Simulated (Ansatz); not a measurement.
**WC (triplet): wave-function methods side by side, def2-TZVPP**

The task here is to estimate one member of a computed series from the others.

The runs use Ansatz 0.2.0, Gaussian basis; def2-TZVPP, core rule «outside noble gas», up to 5 orbitals frozen.

Plan: UHF; ROHF; CCSD(T) on UHF.

2 further runs of the same task are left out: 2 set aside as unsound or not needed.

## The system

The geometry is a PBE0/def2-TZVP stationary point (not a proven minimum). No spin-orbit coupling is included. Elements past krypton take def2 core potentials.

2 atoms, charge 0, spin multiplicity 3.

Atoms are counted from 1 here; the program's logs count them from 0.

Bond lengths: W1–C2 1.699 Å.

The first run:

in.yaml reads:

```yaml
crystal:
  periodic: [false, false, false]
  atoms:
    - {symbol: W, position_ang: [0.000000, 0.000000, 0.000000]}
    - {symbol: C, position_ang: [0.000000, 0.000000, 1.698800]}
basis:
  gaussian: {orbitals: def2-TZVPP}
magnetization: {spin_polarized: true, initial_magnetization: 2}
hamiltonian: {xc: hf}
output: {orbitals: {seedname: orbitals}}
```

Run with:

```console
> ansatz run in.yaml --threads 1 --pin off --events-out ev --progress --plain --max-ram 4096MiB --backend cpu
```

Among the steps run: UHF; ROHF; CCSD(T) on UHF.

One of the session's tables, all rows but one given; the rest of the session is left out.

```
  method  from UCCSD(T) (kcal/mol)
    ROHF                   +223.80
    UMP2                    +35.59
   UCCSD                         ?
UCCSD(T)                         0
```

Q: Estimate the row for UCCSD from the others.

**Answer.** from UCCSD(T) (kcal/mol): +14.18. In the column «from UCCSD(T) (kcal/mol)» it lies between UCCSD(T) (0) and UMP2 (+35.59).

Left out of the table: UHF (another determinant or state than the rows shown).

With the free atoms at the same levels and basis (separate runs), the atomisation energy is 5.142 eV at UCCSD(T), 1.298 eV at ROHF.

Caveats from the session: The determinant is far from a pure spin state, so its energy mixes those of several spin states (harmless only where they are near-degenerate, as at dissociation). Warnings: spin contamination; coupled cluster took another determinant than the lowest.
